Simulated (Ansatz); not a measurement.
# CH7ClSn: the cost of one run

Method: RHF/def2-SVP, in Ansatz 0.2.0.

**1. Starting point**

Bond lengths: Sn1–Cl2 2.760 Å, Sn1–H3 1.740 Å, Sn1–C4 2.148 Å, C4–H5 1.110 Å, C4–H6 1.110 Å, C4–H7 1.110 Å, Sn1–H8 1.739 Å, Sn1–H9 2.040 Å. Angles (14 of 16 angles, heavy atoms first): Cl2–Sn1–C4 109.5°, Cl2–Sn1–H3 109.4°, Cl2–Sn1–H8 109.5°, Cl2–Sn1–H9 71.6°, H3–Sn1–C4 109.5°, C4–Sn1–H8 109.5°, C4–Sn1–H9 70.0°, Sn1–C4–H5 109.5°, Sn1–C4–H6 109.5°, Sn1–C4–H7 109.5°, H3–Sn1–H8 109.5°, H3–Sn1–H9 178.9°, H8–Sn1–H9 70.0°, H5–C4–H6 109.4°.

Coordinates:

```xyz
10

Sn    0.0000    0.0000    0.0000
Cl    0.0000    0.0000    2.7600
H     1.6408    0.0000   -0.5794
C    -1.0126    1.7544   -0.7160
H    -2.0653    1.5008   -0.9603
H    -0.9943    2.5391    0.0690
H    -0.5023    2.1310   -1.6269
H    -0.8195   -1.4198   -0.5794
H    -1.9359    0.0000    0.6433
H    -1.6217    0.0000    1.6527
```

**2. Pulling towards end A**

Springs on the bonds that form and break draw the guess towards this end; the thresholds are loose.

input.yaml

```yaml
crystal:
  periodic: [false, false, false]
  atoms:
    - { symbol: Sn, position_ang: [0.0, 0.0, 0.0] }
    - { symbol: Cl, position_ang: [0.0, 0.0, 2.76] }
    - { symbol: H, position_ang: [1.6408, 0.0, -0.5794] }
    - { symbol: C, position_ang: [-1.0126, 1.7544, -0.716] }
    - { symbol: H, position_ang: [-2.0653, 1.5008, -0.9603] }
    - { symbol: H, position_ang: [-0.9943, 2.5391, 0.069] }
    - { symbol: H, position_ang: [-0.5023, 2.131, -1.6269] }
    - { symbol: H, position_ang: [-0.8195, -1.4198, -0.5794] }
    - { symbol: H, position_ang: [-1.9359, 0.0, 0.6433] }
    - { symbol: H, position_ang: [-1.6217, 0.0, 1.6527] }
basis:
  gaussian: { orbitals: def2-SVP }
hamiltonian:
  xc: hf
relax:
  f_tol: 0.15
  max_steps: 25
  restrain:
    - { distance: [0, 8], at: 2.94, k: 30.0 }
    - { distance: [9, 1], at: 2.57, k: 30.0 }
    - { distance: [0, 1], at: 2.41, k: 30.0 }
    - { distance: [9, 8], at: 0.66, k: 30.0 }
```

Started as:

```bash
$ ansatz run input.yaml --threads 1 --pin off --max-ram 2048MiB --backend cpu --events-out ev --progress --plain --runs-dir out
```

What time and memory should one allow on 1 thread of Intel Xeon Platinum 8488C (Sapphire Rapids), shared host?

About 14 s, with a peak of 0.2 GiB.
